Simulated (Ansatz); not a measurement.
**C2H3AlO: single points off equilibrium**

An exercise on one series of results from a longer session: the logs are not shown, and one member is left open.

Computed with Ansatz 0.2.0, Gaussian basis. Level: single points in def2-TZVPP.

Correlated methods freeze the cores.

## Starting geometry

SMILES `C#C[O][AlH2]`, 7 atoms, charge 0, spin multiplicity 1.

Atoms are counted from 1 here; the program's logs count them from 0.

Bond lengths: C1–C2 1.150 Å, C1–H5 1.050 Å, C2–O3 1.331 Å, O3–Al4 1.618 Å, Al4–H6 1.723 Å, Al4–H7 1.515 Å. Angles: C2–C1–H5 172.1°, C1–C2–O3 170.3°, C2–O3–Al4 172.8°, O3–Al4–H6 118.0°, O3–Al4–H7 126.8°, H6–Al4–H7 115.2°.

As a file:

```xyz
7
charge 0, multiplicity 1
C     1.7524   -0.4028    1.4325
C     0.8388   -0.2139    0.7596
O    -0.0700    0.0998   -0.1608
Al   -1.2840    0.3246   -1.2065
H     2.4919   -0.5842    2.1561
H    -2.3641    1.6359   -0.9211
H    -1.5767   -0.4931   -2.4484
```

The first run:

run/in.yaml

```yaml
crystal:
  periodic: [false, false, false]
  atoms:
    - {symbol: C, position_ang: [1.752400, -0.402800, 1.432500]}
    - {symbol: C, position_ang: [0.838800, -0.213900, 0.759600]}
    - {symbol: O, position_ang: [-0.070000, 0.099800, -0.160800]}
    - {symbol: Al, position_ang: [-1.284000, 0.324600, -1.206500]}
    - {symbol: H, position_ang: [2.491900, -0.584200, 2.156100]}
    - {symbol: H, position_ang: [-2.364100, 1.635900, -0.921100]}
    - {symbol: H, position_ang: [-1.576700, -0.493100, -2.448400]}
basis:
  gaussian: {orbitals: def2-TZVPP}
correlation: {method: ccsd_t}
output: {forces: true}
```

No record of the launch command was kept for these runs.

Steps of the session up to this table: CCSD(T)/def2-TZVPP; PBE0-D4/def2-TZVPP; wB97M-V/def2-TZVPP; r2SCAN-D4/def2-TZVPP; PBE-D4/def2-TZVPP; HSE06-D4/def2-TZVPP; BLYP-D4/def2-TZVPP.

One table of the session follows, with a row left open; its other results are not shown here.

```
   method  RMS force component (eV/Å)  angle to CCSD(T) forces (°)  dipole (D)
  CCSD(T)                       2.781                    reference        0.57
  PBE0-D4                       2.654                          5.5        0.58
  wB97M-V                       2.494                          5.2        0.60
r2SCAN-D4                       2.710                          3.9        0.59
   PBE-D4                       2.856                          2.6        0.57
 HSE06-D4                       2.667                          5.4        0.58
  BLYP-D4                           ?                            ?           ?
```

Estimate the missing values for BLYP-D4.

The run gave: RMS force component (eV/Å): 2.740; angle to CCSD(T) forces (°): 2.3; dipole (D): 0.57. In the column «RMS force component (eV/Å)» it lies between r2SCAN-D4 (2.710) and CCSD(T) (2.781).
